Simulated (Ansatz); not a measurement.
The system is BiTe.

```
CELL_PARAMETERS angstrom
0.00000 3.23500 3.23500
3.23500 0.00000 3.23500
3.23500 3.23500 0.00000
ATOMIC_POSITIONS crystal
Bi 0.00000 0.00000 0.00000
Te 0.50000 0.50000 0.50000
```

Base run:

* Program: Ansatz 0.2.0
* Functional: PBE
* Potentials or basis: Ansatz PAW
* Cutoff: 420 eV (not typed: the program's choice for these potentials)
* k mesh: 5 × 5 × 5
* Occupations: fermi-dirac, width 0.05 eV
* Spin: spin-orbit coupling, no magnetisation

Its results: band gap on the k mesh none (metal or under the smearing width); pressure 2.7 GPa.

The run is repeated on the same cell with these changes: functional from PBE to LDA. What comes out?

Band gap on the k mesh none (metal or under the smearing width); pressure -0.9 GPa.

LDA binds more tightly than PBE, so the same cell stands under less pressure.

Caveats: the PAW data sets come from PBE, with cores solved anew for the run's functional, which leaves a small shift of forces and pressure (some runs).
